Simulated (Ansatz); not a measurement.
# GaH4NO: the cost of one run

All numbers below are computed with Ansatz 0.2.0 (RKS revPBE-D4/def2-SVP).

### 1 Starting point

Bond lengths: Ga1–N2 2.253 Å, Ga1–O3 1.689 Å, Ga1–H5 1.543 Å, N2–H6 1.014 Å, N2–H7 1.014 Å. Angles: Ga1–N2–H6 123.9°, Ga1–N2–H7 123.7°, H6–N2–H7 108.3°, N2–Ga1–O3 77.6°, N2–Ga1–H5 129.4°, O3–Ga1–H5 153.1°.

Coordinates:

```xyz
7

Ga   -0.2244   -0.8047    0.9580
N     0.1917    0.8424   -0.5211
O    -0.2472   -1.6264   -0.5178
H    -0.0005   -0.4320   -0.9128
H    -0.3284   -0.7359    2.4963
H     1.1115    1.2378   -0.6827
H    -0.5026    1.5186   -0.8201
```

### 2 A restrained relaxation towards end A

Springs on the bonds that form and break draw the guess towards this end; the thresholds are loose.

Input file input.yaml:

```yaml
crystal:
  periodic: [false, false, false]
  atoms:
    - { symbol: Ga, position_ang: [-0.2244, -0.8047, 0.958] }
    - { symbol: "N", position_ang: [0.1917, 0.8424, -0.5211] }
    - { symbol: O, position_ang: [-0.2472, -1.6264, -0.5178] }
    - { symbol: H, position_ang: [-0.0005, -0.432, -0.9128] }
    - { symbol: H, position_ang: [-0.3284, -0.7359, 2.4963] }
    - { symbol: H, position_ang: [1.1115, 1.2378, -0.6827] }
    - { symbol: H, position_ang: [-0.5026, 1.5186, -0.8201] }
basis:
  gaussian: { orbitals: def2-SVP }
hamiltonian:
  xc: revpbe
  dispersion: d4
relax:
  f_tol: 0.15
  max_steps: 25
  restrain:
    - { distance: [3, 1], at: 2.32, k: 30.0 }
    - { distance: [0, 1], at: 1.93, k: 30.0 }
    - { distance: [3, 2], at: 0.97, k: 30.0 }
```

Command:

```
ansatz run input.yaml --threads 2 --pin off --max-ram 3072MiB --backend cpu --events-out ev --progress --plain --runs-dir out
```

**Question.** How long does this run take on 2 threads of Intel Xeon Platinum 8488C (Sapphire Rapids), shared host, and how much memory does it need?

About 8.8 s, with a peak of 0.13 GiB.
